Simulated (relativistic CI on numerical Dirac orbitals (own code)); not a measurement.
# Dy³⁺: one ion under different settings

Aim: see what numerical and physical settings do to the SCF, the total energy and the lowest levels of Dy³⁺.

Method: Dirac-Coulomb-Breit CI, KLI orbitals optimised for each configuration, model QED (radiative potential, 1s self-energy scaled to tabulated hydrogen-like ionisation energies), numerical settings as typed. Code: relativistic CI on numerical Dirac orbitals (own code) version 3.

### 1 What is computed

| Item | Value |
| --- | --- |
| ion | Dy³⁺ (Dy IV) |
| nuclear charge | 66 |
| electrons | 63 |
| isotope | A = 164 |

### 2 Usual settings

Settings, as recorded:

```ini
atom Dy  Z=66  charge=3  electrons=63
nucleus A=164  rms_radius_fm=5.2218
hamiltonian dirac-coulomb  breit=on  qed=on  c_scale=1
orbitals kli  potential=per-configuration
slater_scale 1
correlation none
mixing on
grid step=0.0125 r_max=50.3
scf mixing=0.4 start=green max_iterations=150 tolerance=2e-08 node_fill=0.05
configurations
  [Xe] 4f9
end
```

On the command line:

```bash
$ python run_levels.py task.json out
```

The settings of every run stand in task.json; they run in order.

### 3 Potential mixing 0.05, grid step 0.04, Slater scale 1.2

Settings, as recorded:

```ini
atom Dy  Z=66  charge=3  electrons=63
nucleus A=164  rms_radius_fm=5.2218
hamiltonian dirac-coulomb  breit=on  qed=on  c_scale=1
orbitals kli  potential=per-configuration
slater_scale 1.2
correlation none
mixing on
grid step=0.04 r_max=50.3
scf mixing=0.05 start=green max_iterations=150 tolerance=2e-08 node_fill=0.05
configurations
  [Xe] 4f9
end
```

### 4 QED terms off

Settings, as recorded:

```ini
atom Dy  Z=66  charge=3  electrons=63
nucleus A=164  rms_radius_fm=5.2218
hamiltonian dirac-coulomb  breit=on  qed=off  c_scale=1
orbitals kli  potential=per-configuration
slater_scale 1
correlation none
mixing on
grid step=0.0125 r_max=50.3
scf mixing=0.4 start=green max_iterations=150 tolerance=2e-08 node_fill=0.05
configurations
  [Xe] 4f9
end
```

### 5 Speed-of-light factor 10

Changes to the settings of step 4:

```diff
@@ -2,3 +2,3 @@
 nucleus A=164  rms_radius_fm=5.2218
-hamiltonian dirac-coulomb  breit=on  qed=off  c_scale=1
+hamiltonian dirac-coulomb  breit=on  qed=on  c_scale=10
 orbitals kli  potential=per-configuration
```

### 6 Tolerance 0.0001

Settings, as recorded:

```ini
atom Dy  Z=66  charge=3  electrons=63
nucleus A=164  rms_radius_fm=5.2218
hamiltonian dirac-coulomb  breit=on  qed=on  c_scale=1
orbitals kli  potential=per-configuration
slater_scale 1
correlation none
mixing on
grid step=0.0125 r_max=50.3
scf mixing=0.4 start=green max_iterations=150 tolerance=0.0001 node_fill=0.05
configurations
  [Xe] 4f9
end
```

(Steps that only read results are left out.)

**Question.** What will these runs give? Wanted: lowest level, usual settings; total energy; first excitation.

As calculated:

| setting | total energy less usual (Ha) | largest shift of a level among the lowest eight of both runs, same label and place (cm⁻¹) | SCF iterations | time | lowest level | kind of change |
| --- | --- | --- | --- | --- | --- | --- |
| usual | 0 | 0 | 14 | 0.1 s | 4f9 6H°15/2 | - |
| potential mixing 0.05, grid step 0.04, Slater scale 1.2 | -0.0527 | 1580 | 35 | 0.072 s | 4f9 6H°15/2 | model term |
| QED terms off | -7.75 | 43.8 | 14 | 0.091 s | 4f9 6H°15/2 | model term |
| speed-of-light factor 10 | 501 | 10100 | 13 | 0.1 s | 4f9 6H°15/2 | unphysical constant |
| tolerance 0.0001 | -1.13e-06 | 0.00818 | 10 | 0.095 s | 4f9 6H°15/2 | numerical |

| quantity | value |
| --- | --- |
| lowest level, usual settings | 4f9 6H°15/2 |
| total energy | -12141.1435 Ha |
| first excitation | 3418.1 cm⁻¹ |

**Reading.** Among the runs whose levels can be followed, they move most under «speed-of-light factor 10» (unphysical constant), by up to 10100 cm⁻¹. No visible change in the result comes from «tolerance 0.0001». «Potential mixing 0.05, grid step 0.04, Slater scale 1.2» costs 35 SCF iterations against 14. Only the listed configurations are in the model. Near neutrality, missing correlation can shift configurations against each other by thousands of cm⁻¹.
